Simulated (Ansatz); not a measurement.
# TlSn: energy and stress against strain

The task, for TlSn: see how energy and stress answer to the strain pattern (0, 0, 0, 0, 0, 1).

Program: Ansatz 0.2.0. Level of theory: DFT PBEsol, scalar-relativistic, plane waves, PAW. These are calculated values, not measurements.

**1. Starting point**

The structure is tetragonal, space group P4/mmm (No. 123). Conventional cell: a = 3.615 Å, b = 3.615 Å, c = 4.375 Å, α = 90.00°, β = 90.00°, γ = 90.00°. Tl (site symmetry 4/mmm) has 8 Sn at 3.36 Å and 4 Tl at 3.61 Å in its first shell of neighbours. Sn (site symmetry 4/mmm) is surrounded by 8 Tl at 3.36 Å and 4 Sn at 3.61 Å.

Coordinates:

```xyz
2
Lattice="3.6147 0.0000 0.0000 0.0000 3.6147 0.0000 0.0000 0.0000 4.3750" Properties=species:S:1:pos:R:3 pbc="T T T"
Tl    0.0000    0.0000    0.0000
Sn    1.8074    1.8074    2.1875
```

No relaxation comes first: the listed cell is the starting point.

**2. The reference cell**

Reference values: F = -17245.3596 eV; pressure -1.71 GPa; largest force 0.000 eV/Å; gap on the mesh none (metal). It was computed beforehand with the settings of the runs below.

**3. Next: energy and stress against strain**

The cell is strained by ε times the Voigt pattern (0, 0, 0, 0, 0, 1) (xx, yy, zz, yz, xz, xy; engineering shear), with fractional coordinates fixed (clamped ions). The stress on the pattern is the sum of the stress components weighted by it, tension positive.

**4. ε = -0.0400**

File input.yaml:

```yaml
crystal:
  lattice:
    - [3.6147298654, -0.0722945973, 0.0]
    - [-0.0722945973, 3.6147298654, 0.0]
    - [0.0, 0.0, 4.375]
  atoms:
    - { symbol: Tl, position: [0.0, 0.0, 0.0] }
    - { symbol: Sn, position: [0.5, 0.5, 0.5] }
basis:
  ecutwfc: 420
kpoints:
  mp_grid: { grid: [14, 14, 12] }
hamiltonian:
  xc: pbesol
scf:
  occupations: { method: gaussian, width: 0.15 }
output:
  forces: true
  stress: true
  eigenvalues: true
```

Started as:

```sh
ansatz run input.yaml --threads 1 --pin off --max-ram 2560MiB --backend cpu --events-out ev --progress --plain --runs-dir out
```

**5. At ε = 0.0300**

input.yaml, as its differences from that of step 4:

```diff
@@ -2,4 +2,4 @@
   lattice:
-    - [3.6147298654, -0.0722945973, 0.0]
-    - [-0.0722945973, 3.6147298654, 0.0]
+    - [3.6147298654, 0.054220948, 0.0]
+    - [0.054220948, 3.6147298654, 0.0]
     - [0.0, 0.0, 4.375]
```

**6. ε = -0.0200**

input.yaml, as its differences from that of step 5:

```diff
@@ -2,4 +2,4 @@
   lattice:
-    - [3.6147298654, 0.054220948, 0.0]
-    - [0.054220948, 3.6147298654, 0.0]
+    - [3.6147298654, -0.0361472987, 0.0]
+    - [-0.0361472987, 3.6147298654, 0.0]
     - [0.0, 0.0, 4.375]
```

**7. Point ε = 0.0100**

input.yaml, as its differences from that of step 6:

```diff
@@ -2,4 +2,4 @@
   lattice:
-    - [3.6147298654, -0.0361472987, 0.0]
-    - [-0.0361472987, 3.6147298654, 0.0]
+    - [3.6147298654, 0.0180736493, 0.0]
+    - [0.0180736493, 3.6147298654, 0.0]
     - [0.0, 0.0, 4.375]
```

**8. At ε = 0.0350**

input.yaml, as its differences from that of step 7:

```diff
@@ -2,4 +2,4 @@
   lattice:
-    - [3.6147298654, 0.0180736493, 0.0]
-    - [0.0180736493, 3.6147298654, 0.0]
+    - [3.6147298654, 0.0632577726, 0.0]
+    - [0.0632577726, 3.6147298654, 0.0]
     - [0.0, 0.0, 4.375]
```

**9. Point ε = 0.0250**

input.yaml, as its differences from that of step 8:

```diff
@@ -2,4 +2,4 @@
   lattice:
-    - [3.6147298654, 0.0632577726, 0.0]
-    - [0.0632577726, 3.6147298654, 0.0]
+    - [3.6147298654, 0.0451841233, 0.0]
+    - [0.0451841233, 3.6147298654, 0.0]
     - [0.0, 0.0, 4.375]
```

**10. At ε = 0.0150**

input.yaml, as its differences from that of step 9:

```diff
@@ -2,4 +2,4 @@
   lattice:
-    - [3.6147298654, 0.0451841233, 0.0]
-    - [0.0451841233, 3.6147298654, 0.0]
+    - [3.6147298654, 0.027110474, 0.0]
+    - [0.027110474, 3.6147298654, 0.0]
     - [0.0, 0.0, 4.375]
```

**11. Point ε = 0.0050**

input.yaml, as its differences from that of step 10:

```diff
@@ -2,4 +2,4 @@
   lattice:
-    - [3.6147298654, 0.027110474, 0.0]
-    - [0.027110474, 3.6147298654, 0.0]
+    - [3.6147298654, 0.0090368247, 0.0]
+    - [0.0090368247, 3.6147298654, 0.0]
     - [0.0, 0.0, 4.375]
```

(Steps that only read results are left out.)

Q: Predict the outcome of this session. Wanted: slope of the stress at ε = 0, from the points at -0.0200, 0 and 0.0050.

As calculated:

| quantity | value |
| --- | --- |
| slope of the stress at ε = 0, from the points at -0.0200, 0 and 0.0050 | -2 GPa |

**Reading.** From the stress slope, C66 is about -2 GPa with the ions clamped; a negative value means that the cell is unstable against this strain. The reference stands under -1.7 GPa, so this is no zero-stress constant. No sampled point lies below the undisturbed cell. The runs treat Tl without spin-orbit coupling.
